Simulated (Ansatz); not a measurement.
**H₄NO₂Si radical: a ladder of functionals and wavefunction methods**

The task here is to estimate one member of a computed series from the others.

Method: functionals in def2-TZVPP, the program's frozen cores in correlated methods; program: Ansatz 0.2.0, Gaussian basis.

Plan: LDA (SPW92), PBE-D4, revPBE-D4, BLYP-D4, r2SCAN-D4, B97M-V, PBE0-D4, B3LYP-D4, r2SCANh-D4, r2SCAN0-D4, HSE06-D4, BHLYP-D4, CAM-B3LYP-D4, LC-ωPBE, ωB97X-V, ωB97M-V, B2PLYP, PBE-QIDH; CCSD(T)/def2-SVP; CCSD(T)/def2-TZVPP; MP2/def2-QZVPP; extrapolation to the limit; RPA on PBE.

## Structure used throughout

An earlier PBE0-D4 in a triple-zeta def2 set relaxation fixed the geometry.

SMILES `N[Si](O)O`, 8 atoms, charge 0, spin multiplicity 2.

Atoms are counted from 1 here; the program's logs count them from 0.

Bond lengths: N1–Si2 1.700 Å, N1–H5 1.006 Å, N1–H6 1.006 Å, Si2–O3 1.651 Å, Si2–O4 1.651 Å, O3–H7 0.958 Å, O4–H8 0.958 Å. Angles: Si2–N1–H5 120.9°, Si2–N1–H6 120.9°, H5–N1–H6 112.9°, N1–Si2–O3 104.3°, N1–Si2–O4 104.3°, O3–Si2–O4 116.1°, Si2–O3–H7 115.7°, Si2–O4–H8 115.7°.

Set-up of the first run:

Contents of in.yaml:

```yaml
crystal:
  periodic: [false, false, false]
  atoms:
    - {symbol: N, position_ang: [-0.497988, 1.267000, 0.129325]}
    - {symbol: Si, position_ang: [0.096003, -0.243642, -0.376010]}
    - {symbol: O, position_ang: [1.641629, -0.288271, 0.202587]}
    - {symbol: O, position_ang: [-0.956478, -1.334688, 0.277860]}
    - {symbol: H, position_ang: [0.071205, 2.094005, 0.065112]}
    - {symbol: H, position_ang: [-1.483642, 1.467442, 0.110502]}
    - {symbol: H, position_ang: [2.250895, -0.848017, -0.280890]}
    - {symbol: H, position_ang: [-1.029424, -2.171030, -0.184186]}
basis:
  gaussian: {orbitals: def2-TZVPP}
magnetization: {spin_polarized: true, initial_magnetization: 1}
hamiltonian: {xc: lda}
output: {orbitals: {seedname: orbitals}}
```

Among the steps run: LDA; PBE-D4 (GGA); revPBE-D4 (GGA); BLYP-D4 (GGA); r2SCAN-D4 (meta-GGA); B97M-V (meta-GGA); PBE0-D4 (hybrid); B3LYP-D4 (hybrid); r2SCANh-D4 (hybrid); r2SCAN0-D4 (hybrid); HSE06-D4 (hybrid); BHLYP-D4 (hybrid); CAM-B3LYP-D4 (range-separated); LC-ωPBE-D4 (range-separated; the results give it without D4); ωB97X-V (range-separated); ωB97M-V (range-separated); B2PLYP (double hybrid); PBE-QIDH (double hybrid).

One of the session's tables, all rows but one given; the rest of the session is left out.

It belongs to the step «Orbital energies across the functionals». 

```
  functional  HOMO (eV)  LUMO (eV)  gap (eV)
 LDA (SPW92)      -4.10      -2.91      1.19
      PBE-D4      -4.08      -2.44      1.64
   revPBE-D4      -4.05      -2.28      1.76
     BLYP-D4      -3.92      -2.54      1.39
   r2SCAN-D4      -4.43      -1.92      2.51
      B97M-V      -4.11      -2.55      1.56
     PBE0-D4      -5.33      -1.52      3.81
    B3LYP-D4      -5.07      -1.99      3.08
  r2SCANh-D4      -4.89      -1.62      3.27
  r2SCAN0-D4      -5.59      -1.20      4.39
    HSE06-D4          ?          ?         ?
    BHLYP-D4      -6.45      -0.82      5.63
CAM-B3LYP-D4      -6.63      -0.74      5.89
     LC-ωPBE      -8.05       0.75      8.80
     ωB97X-V      -7.53       0.16      7.70
     ωB97M-V      -7.14      -0.03      7.11
```

Q: Estimate the row for HSE06-D4 from the others.

As computed: HOMO (eV): -4.92; LUMO (eV): -1.90; gap (eV): 3.02. In the column «HOMO (eV)» it lies between B3LYP-D4 (-5.07) and r2SCANh-D4 (-4.89).
